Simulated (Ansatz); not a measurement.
ScCd, space group Pm-3m: a convergence test of the plane-wave cutoff, run with the Ansatz DFT code, driven from Python.

The script, `ecut_sccd.py`:
```python
# -*- coding: utf-8 -*-
'''Convergence of ScCd with the plane-wave cutoff.'''

from dataclasses import dataclass

import ansatz as az
import matplotlib.pyplot as plt


@dataclass
class Settings:
    kspacing: float = 0.2
    occupations: str = 'fermi_dirac'
    functional: str = 'LDA'


opts = Settings()


def main():
    system = (
        az.Lattice.cubic(3.52625559)
        .space_group(221)
        .atom('Sc', [0.5, 0.5, 0.5])
        .atom('Cd', [0.0, 0.0, 0.0])
    )

    calc = (
        system.calculation()
        .kpoints(spacing=opts.kspacing)  # sampling of the Brillouin zone
        .occupations(opts.occupations, width=50 * az.meV)  # smearing steadies the SCF of a metal
        .functional(opts.functional)
        .stress()  # GPa
    )

    rows = []
    for value in [300, 375, 450, 525, 600]:
        rep = calc.basis(value).run(threads=1).report
        rows.append((value, rep['free_energy_ev'] / len(rep['lattice']['sites']), rep['n_iterations'], sum(rep['stress_gpa'][i][i] for i in range(3)) / 3, rep['n_pw']))

    print(' cutoff (eV)   F/atom (eV)    iterations       P (GPa)   plane waves')
    for row in rows:
        print(f'{str(row[0]):>12s}  {row[1]:12.5f}  {row[2]:12d}  {row[3]:12.3f}  {row[4]:12d}')

    # the last row is the reference
    for row in rows[:-1]:
        shift = 1000 * (row[1] - rows[-1][1])
        print(f'{row[0]}: {shift:+.2f} meV/atom' + ('  (within 5 meV)' if abs(shift) < 5 else ''))
    plt.figure(figsize=(4.5, 3))
    plt.plot([str(row[0]) for row in rows], [1000 * (row[1] - rows[-1][1]) for row in rows], 'o-')
    plt.xlabel('cutoff (eV)')
    plt.ylabel('F - F(last) (meV/atom)')
    plt.tight_layout()
    plt.savefig('ecut.png', dpi=100)


if __name__ == '__main__':
    main()
```

How fast does the energy converge with the cutoff (threshold 5 meV an atom)?

From 375 eV on it stays within 5 meV an atom of the value at 600 eV; the first row (300 eV) is off by 89.1 meV and the last but one by 0.33 meV. The energy falls steadily, as expected when plane waves are added. The pressure moves from -5.37 to -5.38 GPa (the program's stress holds a Pulay correction, so it settles early).

What the script printed:

```console
$ python ecut_sccd.py
DeckWarning: basis.ecutwfc = 300 eV is below the records' recommended 420 eV, and the density's cutoff is lower with it unless basis.ecutrho_ratio is high enough to keep the records' density cutoff: compare with a run at a higher cutoff
DeckWarning: basis.ecutwfc = 375 eV is below the records' recommended 420 eV, and the density's cutoff is lower with it unless basis.ecutrho_ratio is high enough to keep the records' density cutoff: compare with a run at a higher cutoff
 cutoff (eV)   F/atom (eV)    iterations       P (GPa)   plane waves
         300   -5103.69275             6        -5.373           485
         375   -5103.78045             6        -5.374           739
         450   -5103.78121             6        -5.377           949
         525   -5103.78152             6        -5.377          1213
         600   -5103.78185             6        -5.379          1419
300: +89.10 meV/atom
375: +1.40 meV/atom  (within 5 meV)
450: +0.64 meV/atom  (within 5 meV)
525: +0.33 meV/atom  (within 5 meV)
```
(Warnings from the package without file and line.)

Caveats:
- Pressure is positive in compression.
- This cell is a computed structure, which may not be the phase found in nature.
- Shifts are counted from the last row, which is itself no proven limit.
- Processor time in the engine: 6.8 s on 1 thread of Intel(R) Xeon(R) Processor @ 2.30GHz, on a shared host, peak memory 0.58 GiB.
